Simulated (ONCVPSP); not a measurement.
**An ONCV potential for silicon, from input to tests**

Aim: build the potential from the settings below, then test how well it stands in for the atom: other configurations, scattering, ghost states and the plane-wave cutoff that it needs.

Program: ONCVPSP 4.0.1. Reference atom: PBEsol, scalar-relativistic, spherical and spin-unpolarised. All values are calculated.

**1. Settings**

The settings as typed:

| Quantity | Value |
| --- | --- |
| element | silicon (Si, Z = 14) |
| type | optimised norm-conserving Vanderbilt (ONCV) |
| frozen core | [Ne] |
| valence charge | 4 |
| reference configuration | 3s1 3p3 |
| partial waves | 3s: rc 1.55 bohr, ncon 5, nbas 9, qcut 5.3 1/bohr, 2 projectors, debl 3 Ha; 3p: rc 1.55 bohr, ncon 5, nbas 9, qcut 4.9 1/bohr, local; d scattering state at 0.06 Ha: rc 1.65 bohr, ncon 3, nbas 7, qcut 6.2 1/bohr, 2 projectors, debl 0.7 Ha |
| local potential | the p channel |
| core correction | Teter function fitted to the true core (icmod 2), fcfact 0.4 |

The outer shells as boxes (Hund's rule for the drawing; the calculation is spin-unpolarised):

```
[Ne] core
3s [↑ ]
3p [↑ ][↑ ][↑ ]
```

The nodes and maxima of the atom's own shells, from an earlier all-electron run, set the scale for the radii.

All-electron outer shells of the reference configuration (PBEsol, scalar-relativistic, ld1.x):

| shell | level (eV) | outermost node (bohr) | outermost maximum (bohr) |
| --- | --- | --- | --- |
| 2s | -140.78 | 0.15 | 0.45 |
| 2p | -97.07 | – | 0.39 |
| 3s | -11.52 | 0.72 | 1.77 |
| 3p | -4.64 | 0.72 | 2.11 |

**2. The generation run**

File Si.dat:

```
# ATOM AND REFERENCE CONFIGURATION
# atsym  z   nc   nv     iexc    psfile
  Si 14.00    3    2  -116133      upf
#
#   n    l    f
    1    0    2.00
    2    0    2.00
    2    1    6.00
    3    0    1.00
    3    1    3.00
#
# PSEUDOPOTENTIAL AND OPTIMIZATION
# lmax
    2
#
#   l,   rc,      ep,       ncon, nbas, qcut
    0    1.55    0.00    5    9    5.30
    1    1.55    0.00    5    9    4.90
    2    1.65    0.06    3    7    6.20
#
# LOCAL POTENTIAL
# lloc, lpopt,  rc(5),   dvloc0
    1    5    1.55    0.00
#
# VANDERBILT-KLEINMAN-BYLANDER PROJECTORs
# l, nproj, debl
    0    2    3.00
    1    0    3.70
    2    2    0.70
#
# MODEL CORE CHARGE
# icmod, fcfact, rcfact
    2    0.40    0.80
#
# LOG DERIVATIVE ANALYSIS
# epsh1, epsh2, depsh
   -2.00    5.00    0.02
#
# OUTPUT GRID
# rlmax, drl
    6.00    0.01
#
# TEST CONFIGURATIONS
# ncnf
    4
# nvcnf
#   n    l    f
    2
    3    0    2.00
    3    1    2.00
#
    2
    3    0    2.00
    3    1    1.00
#
    2
    3    0    2.00
    3    1    0.00
#
    2
    3    0    1.00
    3    1    0.00
#
```

Command:

```console
oncvpsp.x < Si.dat > Si.out
```

The output, Si.out (without the consistency checks and plot data):

```text
ONCVPSP  (Optimized Norm-Conservinng Vanderbilt PSeudopotential)
scalar-relativistic version 4.0.1

#   n    l    f        energy (Ha)
    1    0    2.00    -6.5562052E+01
    2    0    2.00    -5.1737298E+00
    2    1    6.00    -3.5672037E+00
    3    0    1.00    -4.2323957E-01
    3    1    3.00    -1.7070856E-01

Reference configufation results
  iterations    22
  all-electron total energy (Ha)   -2.89048937D+02

Begin loop to  construct optimized pseudo wave functions
and semi-local pseudopoentials for all angular momenta

   Wellstate for l =  0  n =  5
     eigenvalue =   2.5768
     asymptotic potential =   3.0768
     half-point radius =  3.3667

Calculating optimized projector #   1

 for l=   0

    Fraction of norm inside rc  0.248367
    Optimizing pswf for qcut=   5.29 a_B^-1,  ecut=  14.01 Ha
    Residual kinetic energy error=  4.10D-04 Ha

    Energy error per electron        Cutoff
         Ha          eV             Ha
         0.01000     0.27211        4.98
         0.00100     0.02721        7.83
         0.00010     0.00272       72.90
         0.00001     0.00027       93.45

Calculating optimized projector #   2

 for l=   0

    Fraction of norm inside rc  0.107569
    Optimizing pswf for qcut=   5.29 a_B^-1,  ecut=  14.01 Ha
    Residual kinetic energy error=  8.37D-03 Ha

    Energy error per electron        Cutoff
         Ha          eV             Ha
         0.01000     0.27211       13.49
         0.00100     0.02721       32.18
         0.00010     0.00272      109.51
         0.00001     0.00027      126.49

Calculating optimized projector #   1

 for l=   1

    Fraction of norm inside rc  0.136070
    Optimizing pswf for qcut=   4.89 a_B^-1,  ecut=  11.96 Ha
    Residual kinetic energy error=  1.41D-03 Ha

    Energy error per electron        Cutoff
         Ha          eV             Ha
         0.01000     0.27211        2.26
         0.00100     0.02721       17.14
         0.00010     0.00272       96.35
         0.00001     0.00027      111.33

   Wellstate for l =  2  n =  3
     eigenvalue =   0.0600
     asymptotic potential =   0.5600
     half-point radius = 18.5854

   Wellstate for l =  2  n =  4
     eigenvalue =   0.7600
     asymptotic potential =   1.2600
     half-point radius =  5.2153

Calculating optimized projector #   1

 for l=   2

    Fraction of norm inside rc  0.014656
    Optimizing pswf for qcut=   6.20 a_B^-1,  ecut=  19.22 Ha
    Residual kinetic energy error=  4.29D-06 Ha

    Energy error per electron        Cutoff
         Ha          eV             Ha
         0.01000     0.27211        2.57
         0.00100     0.02721        7.93
         0.00010     0.00272       13.24
         0.00001     0.00027       17.57

Calculating optimized projector #   2

 for l=   2

    Fraction of norm inside rc  0.161515
    Optimizing pswf for qcut=   6.20 a_B^-1,  ecut=  19.22 Ha
    Residual kinetic energy error=  1.34D-04 Ha

    Energy error per electron        Cutoff
         Ha          eV             Ha
         0.01000     0.27211       10.40
         0.00100     0.02721       15.63
         0.00010     0.00272       19.90
         0.00001     0.00027       41.36

Construct Vanderbilt / Kleinmman-Bylander projectors

B matrix Hermiticity error, ll=   0
   1   2   -1.3953E-04

  Orthonormal projector coefficients -1.3610E+01  4.7057E+00

B matrix Hermiticity error, ll=   2
   1   2    3.5452E-06

  Orthonormal projector coefficients -3.8114E+00 -1.9332E+00

Model core correction analysis
  based on d2Exc/dn_idn_j

d2excae - all-electron derivatives

   -3.884178D-02   -2.979025D-02
   -2.979367D-02   -2.772059D-02

d2excps - pseudofunction derivatives with no core correction

   -4.221516D-02   -3.168480D-02
   -3.169061D-02   -2.868258D-02

rms 2nd derivative error    2.207536E-03

amplitude prefactor, scale prefactor
   16.3073    1.1022

d2excps - pseudofunction derivatives with core correction

   -3.958924D-02   -3.025559D-02
   -3.026056D-02   -2.796701D-02

rms 2nd derivative error    5.133127E-04

Pseudoatom total energy   -3.504906

Diagnostic tests using Vanderbilt-Kleinman-Bylander pseudopotentials
  1 or more projectors used as specified by nproj input data

   l    rcore       rmatch      e in        delta e   norm test  slope test

   0   1.5589620   1.6062955  -0.4232396  -0.0000021   0.9999469   0.9999437
run_diag: lschvkbbe ERROR   2   1   0  60  2.57676042E+00  2.26908438E+00
   0   1.5589620   1.6062955   2.5767604  -0.3076760   0.2436569   0.7126095

   1   1.5589620   1.6062955  -0.1707086   0.0000021   1.0000079   1.0000073

   2   1.6550661   1.7053175   0.0600000  -0.0000968   1.0000256   1.0000256
   2   1.6550661   1.7053175   0.7600000  -0.0000684   1.0000408   1.0000408

 Testing for bound ghosts
   n   l    E NL Schr. Eq   E Basis Diag.   E Cutoff

   1   0       -0.423242       -0.408324    142.53

 Testing for highly-localized positive-energy ghosts
       l    <radius>/rc     E Basis Diag.   E Cutoff

       0        0.304148        0.270874    142.53  WARNING - GHOST(+)

Test configuration 0

   n   l     f        eae           eps        diff
   1   0  2.0000  -65.56205181
   2   0  2.0000   -5.17372984
   2   1  6.0000   -3.56720371
   3   0  1.0000   -0.42323957   -0.42324163   -2.06D-06
   3   1  3.0000   -0.17070856   -0.17070643    2.14D-06

    Total energies and differences
      AE_ref= -2.89048937D+02  AE_tst= -2.89048937D+02  dif=  0.00D+00
      PS_ref= -3.50490577D+00  PS_tst= -3.50490577D+00  dif= -4.44D-16
      PSP excitation error=  4.44D-16

Test configuration 1

   n   l     f        eae           eps        diff
   1   0  2.0000  -65.49952994
   2   0  2.0000   -5.11285586
   2   1  6.0000   -3.50679635
   3   0  2.0000   -0.39574212   -0.39589678   -1.55D-04
   3   1  2.0000   -0.14909905   -0.14918754   -8.85D-05

    Total energies and differences
      AE_ref= -2.89048937D+02  AE_tst= -2.89298588D+02  dif= -2.50D-01
      PS_ref= -3.50490577D+00  PS_tst= -3.75459907D+00  dif= -2.50D-01
      PSP excitation error=  4.21D-05

Test configuration 2

   n   l     f        eae           eps        diff
   1   0  2.0000  -65.85509005
   2   0  2.0000   -5.46168358
   2   1  6.0000   -3.85617563
   3   0  2.0000   -0.69776342   -0.69759324    1.70D-04
   3   1  1.0000   -0.42727566   -0.42716149    1.14D-04

    Total energies and differences
      AE_ref= -2.89048937D+02  AE_tst= -2.89015148D+02  dif=  3.38D-02
      PS_ref= -3.50490577D+00  PS_tst= -3.47112392D+00  dif=  3.38D-02
      PSP excitation error=  7.34D-06

Test configuration 3

   n   l     f        eae           eps        diff
   1   0  2.0000  -66.30401442
   2   0  2.0000   -5.89530211
   2   1  6.0000   -4.29091652
   3   0  2.0000   -1.04697095   -1.04588521    1.09D-03

    Total energies and differences
      AE_ref= -2.89048937D+02  AE_tst= -2.88428498D+02  dif=  6.20D-01
      PS_ref= -3.50490577D+00  PS_tst= -2.88486931D+00  dif=  6.20D-01
      PSP excitation error=  4.03D-04

Test configuration 4

   n   l     f        eae           eps        diff
   1   0  2.0000  -66.88270714
   2   0  2.0000   -6.44913824
   2   1  6.0000   -4.84567748
   3   0  1.0000   -1.44638062   -1.44260455    3.78D-03

    Total energies and differences
      AE_ref= -2.89048937D+02  AE_tst= -2.87182718D+02  dif=  1.87D+00
      PS_ref= -3.50490577D+00  PS_tst= -1.64127511D+00  dif=  1.86D+00
      PSP excitation error=  2.59D-03
```

It took 4.5 s on 1 thread of Intel Xeon Platinum 8488C, shared host.

Partial waves on a coarse radial grid (AE all-electron, PS pseudo):

```csv
r (bohr),3s AE,3s PS
0.082,0.1588,0.0129
0.165,-0.0433,0.0285
0.248,-0.2329,0.0482
0.330,-0.3292,0.0715
0.413,-0.3392,0.0990
0.495,-0.2871,0.1308
0.578,-0.1953,0.1693
0.660,-0.0847,0.2141
0.742,0.0328,0.2644
0.825,0.1500,0.3183
0.908,0.2597,0.3726
0.990,0.3577,0.4260
1.072,0.4439,0.4794
1.155,0.5187,0.5335
1.238,0.5812,0.5858
1.320,0.6317,0.6327
1.402,0.6717,0.6718
1.485,0.7021,0.7022
1.568,0.7235,0.7236
1.650,0.7366,0.7366
1.733,0.7427,0.7427
1.815,0.7426,0.7426
1.898,0.7372,0.7372
1.980,0.7274,0.7275
2.062,0.7140,0.7140
2.145,0.6973,0.6974
```

Densities times 4π (e/bohr³); a dash where the program caps the true core:

```csv
r (bohr),pseudo valence,true core,model core
0.082,0.02712,–,9.37
0.248,0.0699,–,8.511
0.413,0.1534,–,7.017
0.578,0.2423,–,5.228
0.742,0.3533,–,3.509
0.908,0.4584,4.273,2.084
1.072,0.5159,1.497,1.094
1.238,0.5693,0.5185,0.4879
1.402,0.6066,0.1836,0.1821
1.568,0.5942,0.06477,0.05165
1.733,0.5438,0.02322,0.009774
1.898,0.4758,0.008388,0.0007005
2.062,0.404,0.003073,3.495e-05
```

**3. Transferability, from the output's test configurations**

Energies count from the reference configuration 3s1 3p3; the error is all-electron less pseudo.

```tsv
valence configuration	charge	ΔE all-electron (eV)	error AE − PS (meV)
3s2 3p2	0	-6.793	+1.1
3s2 3p1	+1	0.919	+0.2
3s2 3p0	+2	16.883	+11
3s1 3p0	+3	50.782	+70
```

**4. Logarithmic derivatives**

Taken from the files of the generation run. The phase is arctan(r·R′/R) of the radial function R, unwrapped, with energies in Ha. A pole is an energy at which the radial function vanishes at the test radius. The pseudo phase is shifted by a multiple of π to meet the all-electron one at the reference energy. Levels narrower than the energy grid can be missing from the poles. The last column is the largest difference on the grid between −0.5 and +0.5 Ha.

| channel | radius (bohr) | reference (Ha) | poles AE | poles PS | window around the reference with phases within 0.05 rad (Ha) | largest difference near zero (rad) |
| --- | --- | --- | --- | --- | --- | --- |
| s | 1.58 | -0.42 | 2.97 | 0.26, 2.97 | below 0.2 | 3.105 |
| p | 1.58 | -0.17 | 3.33 | 2.67 | below 2.1 | 0.012 |
| d | 1.67 | 0.06 | 2.63 | 2.64 | below 4.6 | 0.000 |

Phases (rad) along the scan:

```csv
E (Ha),s AE,s PS,p AE,p PS
-1.98,0.913,0.896,1.083,1.049
-1.62,0.750,0.735,0.992,0.963
-1.26,0.492,0.479,0.860,0.836
-0.90,0.096,0.089,0.655,0.639
-0.54,-0.381,-0.382,0.328,0.321
-0.18,-0.772,-0.774,-0.137,-0.137
0.18,-1.027,-1.058,-0.600,-0.607
0.54,-1.188,-4.316,-0.925,-0.942
0.90,-1.296,-4.432,-1.127,-1.153
1.26,-1.372,-4.511,-1.258,-1.291
1.62,-1.430,-4.571,-1.348,-1.388
1.98,-1.476,-4.617,-1.414,-1.461
2.34,-1.515,-4.656,-1.466,-1.521
2.70,-1.548,-4.690,-1.509,-1.575
3.06,-1.579,-4.720,-1.546,-1.627
3.42,-1.607,-4.748,-1.579,-1.681
3.78,-1.636,-4.775,-1.612,-1.745
4.14,-1.666,-4.803,-1.644,-1.828
4.50,-1.698,-4.832,-1.679,-1.951
4.86,-1.735,-4.863,-1.717,-2.167
```

**5. Convergence and ghost test**

From the same output: the cutoffs (Ha) at which the residual kinetic energy of the hardest occupied pseudo-wave falls to 1 and 0.1 mHa per electron are 17 Ha and 96 Ha.

The program's own ghost test: no bound ghost flagged; GHOST(+) flagged for s at 7.4 eV.

Cutoff (Ha) at which the first wave of each channel reaches a given error (Ha per electron):

```csv
error,s,p,d
1.0e-02,5.0,2.3,2.6
3.2e-03,6.5,3.0,4.9
1.0e-03,7.8,17.1,7.9
3.2e-04,21.9,79.2,10.8
1.0e-04,72.9,96.4,13.2
3.2e-05,85.8,105.2,15.6
1.0e-05,93.4,111.3,17.6
```

**6. Summary of results**

| quantity | value |
| --- | --- |
| cutoffs for 1 and 0.1 mHa per electron, occupied waves | 17 Ha and 96 Ha |
| bound ghosts | none found |
| GHOST(+) flags | s at 7 eV |
| largest test error (AE − PS) | +70 meV, for 3s1 3p0 |
| largest phase difference near zero energy, channels read | 3.105 rad |
| rms error of d²Exc/dn², without and with the model core | 2.21 and 0.51 mHa |

The worst unpolarised test, 3s1 3p0, is off by 70 meV on 50.8 eV; by total energies transferability rates as fair. That test lies far up in energy; among those under 40 eV, nearer to bonding, the largest error is 11 meV. The potential is soft on the atom at that tolerance: the looser tolerance needs 17 Ha. The tighter tolerance needs 96 Ha, and converged work needs a cutoff nearer that. At the looser tolerance the 3p wave is the slowest; 3s needs 8 Ha. No bound ghost shows below the valence levels. Near zero energy the largest phase difference among the channels read is 3.10 rad, in the s channel. A step near π is an extra or missing state, not a misfit of shape. The pseudo curves have a pole with no partner nearby in the atom's: s at 0.26 Ha. At positive energy that is a spurious or a displaced resonance. The program also flags highly localised states, GHOST(+) (s).
